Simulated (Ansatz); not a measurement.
Born–Oppenheimer molecular dynamics of a periodic cell of 16 atoms, Li (start crystal Li, start structure bcc, volume 1.1 times the crystal's). It goes on from the last frame of an earlier run, with new velocities.

Computed with DFT PBEsol, scalar-relativistic, plane waves, PAW (Ansatz 0.2.0). Settings: cutoff 420 eV, k mesh 2x2x2, fermi-dirac smearing 0.11 eV, no spin polarisation.

```
ensemble             : NVT, Langevin thermostat
time step            : 1 fs
steps asked          : 400
set temperature      : 1040 K
friction             : 0.02 /fs
temperature schedule : 300 steps to 300 K, then 100 steps to 300 K
seed                 : 160792
```

Frames 20 fs apart, positions in Å, forces in eV/Å.

Velocities at 50.0 fs (Å/ps):

```
Li 12.51 17.02 1.06
Li -4.62 7.07 -10.38
Li 6.40 18.35 -6.90
Li -4.71 -5.49 -18.79
Li 4.73 4.78 -7.33
Li 9.05 -9.23 10.17
Li -10.64 -12.61 -9.22
Li -0.59 -8.63 9.93
Li 3.29 -22.97 7.81
Li 1.98 -1.03 15.72
Li -3.73 4.55 4.72
Li -12.73 -11.99 -16.58
Li -4.25 -8.72 0.29
Li -12.88 8.47 5.71
Li -16.48 -9.21 5.08
Li 0.65 -6.36 -14.09
```

```xyz
16
Lattice="7.2053 0.0000 0.0000 0.0000 7.2053 0.0000 0.0000 0.0000 7.2053" Properties=species:S:1:pos:R:3:forces:R:3 time_fs=50.0 energy_less_start_eV=0.354 T=840
Li -0.398 0.128 -0.155 0.62 0.02 -0.16
Li 4.386 -0.438 -0.526 -0.46 -0.27 -0.03
Li -0.553 3.190 -0.335 1.17 0.07 -0.41
Li 0.912 0.748 4.019 0.07 0.13 -0.26
Li 2.009 2.688 1.914 0.16 -0.24 -0.25
Li 4.405 3.274 -0.161 -0.69 0.31 0.25
Li 3.690 -0.431 2.500 0.36 0.51 0.33
Li 6.047 1.511 2.001 -0.23 -0.02 -0.06
Li -0.005 3.783 3.215 0.18 -0.46 0.47
Li 1.682 5.775 1.505 -0.49 -0.24 -0.22
Li 2.448 1.762 6.110 -0.29 -0.15 -0.07
Li 3.770 4.179 3.709 0.26 -0.27 0.05
Li 5.865 5.117 1.579 -0.24 0.23 -0.28
Li 5.296 1.350 4.739 -0.15 0.33 -0.03
Li 1.773 5.569 5.111 0.05 -0.16 0.29
Li 6.259 5.953 4.134 -0.32 0.20 0.37
16
Lattice="7.2053 0.0000 0.0000 0.0000 7.2053 0.0000 0.0000 0.0000 7.2053" Properties=species:S:1:pos:R:3:forces:R:3 time_fs=70.0 energy_less_start_eV=-0.288 T=987
Li 0.069 0.343 -0.078 -0.06 -0.03 -0.09
Li 4.139 -0.462 -0.650 0.03 -0.27 0.14
Li -0.116 3.525 -0.557 0.01 -0.20 -0.04
Li 0.776 0.716 3.696 0.35 -0.19 0.12
Li 2.013 2.620 1.708 -0.13 -0.42 -0.17
Li 4.180 3.107 0.205 0.29 0.28 0.07
Li 3.652 -0.379 2.622 -0.02 0.43 0.14
Li 5.844 1.368 2.179 -0.19 0.14 -0.47
Li 0.176 3.400 3.383 -0.20 0.16 0.18
Li 1.592 5.512 1.649 -0.23 -0.06 -0.21
Li 2.416 1.738 6.011 -0.39 0.02 -0.37
Li 3.678 4.092 3.355 0.20 -0.22 0.27
Li 5.869 5.164 1.397 -0.03 0.04 -0.06
Li 5.064 1.633 4.843 0.23 0.11 -0.03
Li 1.531 5.299 5.168 0.32 0.11 0.07
Li 6.175 5.886 3.904 -0.18 0.10 0.45
16
Lattice="7.2053 0.0000 0.0000 0.0000 7.2053 0.0000 0.0000 0.0000 7.2053" Properties=species:S:1:pos:R:3:forces:R:3 time_fs=90.0 energy_less_start_eV=-0.038 T=593
Li 0.467 0.331 -0.085 -0.30 -0.09 0.02
Li 3.945 -0.472 -0.639 0.02 -0.10 0.17
Li 0.307 3.778 -0.666 -0.83 -0.89 0.61
Li 0.782 0.644 3.609 0.15 -0.33 0.09
Li 1.872 2.332 1.684 -0.03 -0.28 -0.27
Li 4.032 3.171 0.495 0.02 0.14 -0.40
Li 3.710 -0.094 2.846 -0.39 0.02 0.04
Li 5.702 1.468 2.075 0.18 0.14 -0.28
Li 0.264 3.326 3.481 -0.26 0.27 0.12
Li 1.540 5.296 1.625 0.08 0.20 -0.03
Li 2.298 1.800 5.628 -0.08 0.22 -0.19
Li 3.596 4.042 3.149 0.10 -0.06 0.45
Li 5.866 5.135 1.332 0.06 0.13 0.02
Li 4.926 1.965 4.968 0.49 0.03 -0.08
Li 1.554 5.134 5.428 0.88 0.75 -0.64
Li 6.121 5.988 3.990 -0.10 -0.15 0.38
16
Lattice="7.2053 0.0000 0.0000 0.0000 7.2053 0.0000 0.0000 0.0000 7.2053" Properties=species:S:1:pos:R:3:forces:R:3 time_fs=110.0 energy_less_start_eV=-0.244 T=828
Li 0.724 0.077 -0.136 -0.33 0.33 -0.04
Li 4.010 -0.454 -0.556 -0.17 0.07 0.12
Li 0.245 3.503 -0.327 -0.19 -0.27 -0.11
Li 0.981 0.411 3.543 -0.33 -0.22 0.12
Li 1.798 2.157 1.810 0.28 0.13 -0.39
Li 4.124 3.467 0.527 -0.51 -0.34 -0.53
Li 3.675 0.280 2.916 -0.03 -0.29 -0.05
Li 5.826 1.756 2.103 0.07 -0.18 -0.34
Li 0.128 3.337 3.541 -0.01 0.33 0.18
Li 1.538 5.288 1.540 0.23 -0.02 0.26
Li 2.482 1.923 5.278 -0.60 0.12 0.10
Li 3.703 3.983 3.181 -0.07 0.10 0.30
Li 5.754 5.149 1.236 0.46 0.50 0.40
Li 4.881 2.083 5.048 0.86 -0.02 0.01
Li 1.605 5.314 5.259 0.42 -0.11 -0.15
Li 5.982 6.067 4.330 -0.10 -0.12 0.10
16
Lattice="7.2053 0.0000 0.0000 0.0000 7.2053 0.0000 0.0000 0.0000 7.2053" Properties=species:S:1:pos:R:3:forces:R:3 time_fs=130.0 energy_less_start_eV=-0.402 T=843
Li 0.707 0.188 -0.046 -0.16 0.16 -0.19
Li 3.842 -0.522 -0.313 -0.11 0.36 0.12
Li 0.098 3.004 -0.076 0.14 0.40 -0.32
Li 0.969 0.056 3.491 -0.52 0.18 0.03
Li 1.908 2.171 1.971 -0.18 0.45 -0.31
Li 3.935 3.643 0.391 -0.22 -0.23 -0.27
Li 3.441 0.485 2.719 0.69 -0.55 0.15
Li 5.930 1.923 2.026 -0.27 -0.42 -0.12
Li 0.047 3.386 3.655 0.23 0.43 0.14
Li 1.545 5.387 1.484 0.30 -0.38 0.20
Li 2.364 2.008 5.189 -0.10 -0.05 0.06
Li 3.709 4.133 3.369 0.25 -0.09 -0.17
Li 5.915 5.295 1.231 0.11 0.19 0.33
Li 5.260 1.982 5.194 0.00 -0.09 0.02
Li 2.050 5.340 5.075 -0.16 -0.14 0.32
Li 5.783 6.245 4.664 -0.02 -0.22 0.01
16
Lattice="7.2053 0.0000 0.0000 0.0000 7.2053 0.0000 0.0000 0.0000 7.2053" Properties=species:S:1:pos:R:3:forces:R:3 time_fs=150.0 energy_less_start_eV=-0.236 T=639
Li 0.638 0.402 0.170 0.09 -0.54 -0.11
Li 3.628 -0.470 -0.093 0.12 0.40 0.17
Li -0.062 2.750 -0.045 0.40 0.88 -0.41
Li 0.713 -0.084 3.538 -0.23 0.23 -0.08
Li 1.997 2.301 1.982 -0.43 0.08 -0.07
Li 3.614 3.665 0.348 0.22 -0.15 -0.39
Li 3.391 0.353 2.544 0.40 -0.44 0.37
Li 5.855 1.935 1.904 -0.35 -0.29 0.38
Li 0.191 3.550 3.737 0.00 0.18 0.06
Li 1.590 5.232 1.629 0.19 -0.09 0.00
Li 2.254 1.846 5.158 0.09 -0.01 0.06
Li 3.734 4.068 3.272 0.38 -0.05 -0.04
Li 6.116 5.151 1.262 -0.34 0.17 0.12
Li 5.396 1.923 5.260 -0.27 0.03 -0.11
Li 2.394 5.370 5.158 -0.39 -0.07 0.11
Li 5.440 6.340 4.904 0.09 -0.33 -0.06
16
Lattice="7.2053 0.0000 0.0000 0.0000 7.2053 0.0000 0.0000 0.0000 7.2053" Properties=species:S:1:pos:R:3:forces:R:3 time_fs=170.0 energy_less_start_eV=-0.436 T=535
Li 0.712 0.325 0.500 -0.06 -0.16 -0.29
Li 3.564 -0.201 0.016 0.18 0.20 0.14
Li -0.097 2.965 -0.185 0.38 0.24 -0.07
Li 0.469 -0.036 3.527 0.07 0.05 -0.04
Li 2.030 2.328 2.049 -0.36 -0.38 0.09
Li 3.397 3.590 0.227 0.46 -0.16 -0.33
Li 3.428 0.050 2.700 0.03 -0.29 0.35
Li 5.637 1.742 1.934 0.02 0.01 0.06
Li 0.326 3.764 3.909 -0.14 -0.06 0.03
Li 1.526 4.931 1.646 0.39 0.40 0.03
Li 2.311 1.688 5.148 0.00 0.05 0.01
Li 3.941 3.911 3.051 0.20 0.18 0.31
Li 6.213 5.068 1.426 -0.66 0.26 0.03
Li 5.346 2.026 5.196 -0.25 0.01 -0.14
Li 2.595 5.248 5.320 -0.40 0.00 -0.21
Li 5.332 6.420 4.987 0.13 -0.36 0.03
16
Lattice="7.2053 0.0000 0.0000 0.0000 7.2053 0.0000 0.0000 0.0000 7.2053" Properties=species:S:1:pos:R:3:forces:R:3 time_fs=190.0 energy_less_start_eV=-0.431 T=620
Li 0.668 0.206 0.564 -0.19 -0.09 -0.41
Li 3.557 0.104 0.149 0.18 0.00 -0.02
Li 0.044 3.313 -0.139 0.07 -0.15 -0.12
Li 0.258 0.133 3.503 0.24 -0.14 -0.04
Li 1.879 2.111 2.193 0.06 0.20 -0.13
Li 3.388 3.625 -0.037 0.39 -0.43 0.34
Li 3.439 -0.213 3.000 -0.11 -0.16 0.01
Li 5.494 1.533 2.062 0.15 0.09 -0.18
Li 0.138 3.934 3.948 0.09 -0.14 0.05
Li 1.591 4.963 1.699 0.33 0.25 0.15
Li 2.241 1.627 4.977 0.00 0.13 0.22
Li 4.247 3.787 2.905 -0.60 0.07 0.41
Li 6.026 5.002 1.729 -0.12 0.59 -0.29
Li 5.217 2.216 5.018 -0.03 -0.17 0.13
Li 2.545 5.176 5.434 -0.35 0.31 -0.48
Li 5.433 6.390 4.844 -0.12 -0.35 0.35
16
Lattice="7.2053 0.0000 0.0000 0.0000 7.2053 0.0000 0.0000 0.0000 7.2053" Properties=species:S:1:pos:R:3:forces:R:3 time_fs=210.0 energy_less_start_eV=0.041 T=520
Li 0.502 0.090 0.536 -0.10 -0.02 -0.51
Li 3.543 0.289 0.276 0.11 -0.14 -0.18
Li 0.313 3.514 0.079 -0.15 -0.31 -0.28
Li -0.028 0.378 3.527 0.62 -0.24 0.14
Li 1.840 1.900 2.143 0.16 0.43 -0.17
Li 3.557 3.610 -0.226 0.15 -0.05 0.29
Li 3.271 -0.413 3.361 0.20 0.33 -0.59
Li 5.483 1.433 2.106 -0.16 0.09 -0.34
Li 0.009 3.992 4.025 0.34 -0.09 -0.23
Li 1.835 5.133 1.728 0.13 0.00 0.26
Li 2.277 1.734 4.774 -0.03 0.17 0.45
Li 4.395 3.630 2.861 -0.77 0.25 0.11
Li 5.980 5.195 1.725 -0.12 0.48 -0.14
Li 5.210 2.427 4.939 0.06 -0.48 0.42
Li 2.359 5.330 5.196 -0.31 -0.10 0.23
Li 5.408 6.223 4.724 -0.12 -0.32 0.53
16
Lattice="7.2053 0.0000 0.0000 0.0000 7.2053 0.0000 0.0000 0.0000 7.2053" Properties=species:S:1:pos:R:3:forces:R:3 time_fs=230.0 energy_less_start_eV=-0.156 T=651
Li 0.280 0.167 0.230 0.04 -0.06 -0.43
Li 3.536 0.253 0.344 -0.04 -0.21 -0.43
Li 0.415 3.807 0.224 -0.24 -0.33 -0.39
Li -0.059 0.517 3.553 0.34 -0.28 0.12
Li 1.749 1.834 1.923 0.15 0.32 0.05
Li 3.619 3.495 -0.126 0.04 0.14 0.14
Li 3.130 -0.351 3.521 0.64 0.61 -0.64
Li 5.292 1.356 1.944 0.04 0.20 0.00
Li 0.002 4.028 3.934 0.30 -0.26 -0.25
Li 2.061 5.305 1.763 -0.12 0.00 0.10
Li 2.343 1.887 4.703 -0.19 0.20 0.42
Li 4.137 3.503 2.977 -0.31 0.38 0.00
Li 5.946 5.428 1.793 -0.33 0.19 0.03
Li 5.208 2.310 5.079 0.23 -0.38 0.26
Li 2.247 5.431 5.091 -0.35 -0.45 0.67
Li 5.439 5.983 4.920 -0.19 -0.08 0.34
16
Lattice="7.2053 0.0000 0.0000 0.0000 7.2053 0.0000 0.0000 0.0000 7.2053" Properties=species:S:1:pos:R:3:forces:R:3 time_fs=250.0 energy_less_start_eV=-0.918 T=748
Li 0.053 0.250 -0.145 0.27 -0.07 -0.07
Li 3.542 0.206 0.119 -0.27 -0.12 -0.24
Li 0.445 4.005 0.075 -0.36 -0.14 -0.24
Li 0.082 0.395 3.796 0.10 -0.19 -0.07
Li 1.591 1.999 1.790 0.11 -0.01 0.09
Li 3.645 3.536 -0.114 0.07 0.10 0.13
Li 3.176 0.044 3.538 0.47 -0.06 -0.24
Li 5.233 1.394 1.754 0.18 0.42 0.20
Li 0.106 4.109 3.850 -0.06 -0.28 -0.14
Li 2.146 5.245 1.873 -0.14 0.30 0.00
Li 2.357 2.117 4.769 -0.42 0.16 0.54
Li 3.864 3.549 3.156 0.20 0.17 0.04
Li 5.640 5.792 1.993 -0.08 -0.16 -0.11
Li 5.311 1.962 5.292 0.10 -0.04 0.00
Li 2.131 5.427 5.208 0.02 0.00 0.20
Li 5.378 5.812 5.460 -0.19 -0.10 -0.08
16
Lattice="7.2053 0.0000 0.0000 0.0000 7.2053 0.0000 0.0000 0.0000 7.2053" Properties=species:S:1:pos:R:3:forces:R:3 time_fs=270.0 energy_less_start_eV=-1.030 T=547
Li 0.040 0.138 -0.447 0.30 -0.02 0.36
Li 3.583 0.178 -0.170 -0.40 0.14 0.22
Li 0.463 4.175 -0.153 -0.38 -0.25 0.11
Li 0.422 0.064 3.921 -0.24 0.02 -0.21
Li 1.515 2.092 1.812 0.11 -0.11 -0.04
Li 3.640 3.596 -0.076 0.02 -0.01 0.17
Li 3.354 0.244 3.577 0.25 -0.07 0.04
Li 5.318 1.694 1.674 0.18 0.13 0.07
Li 0.151 4.078 3.794 -0.23 -0.18 0.00
Li 2.167 5.274 2.005 -0.10 0.28 -0.19
Li 2.175 2.275 5.005 -0.35 -0.15 0.43
Li 3.725 3.551 3.432 0.28 0.19 0.02
Li 5.451 5.825 2.100 0.05 -0.08 -0.19
Li 5.447 1.780 5.406 0.00 0.21 -0.21
Li 2.035 5.446 5.355 0.34 0.09 -0.14
Li 5.134 5.646 5.766 0.17 -0.19 -0.44
```

Of the whole run (400 fs, mean temperature of the second half 437 K): The schedule's set-point averaged 362 K over the second half and the system 437 K, so it lags behind the ramp. A run of 0.4 ps of so small a system gives no equilibrium averages. Limits of this set-up: coarse k mesh.

Run time: 21 min on 1 thread of Intel(R) Xeon(R) Platinum 8488C (Sapphire Rapids) (shared host), peak memory 0.61 GiB.
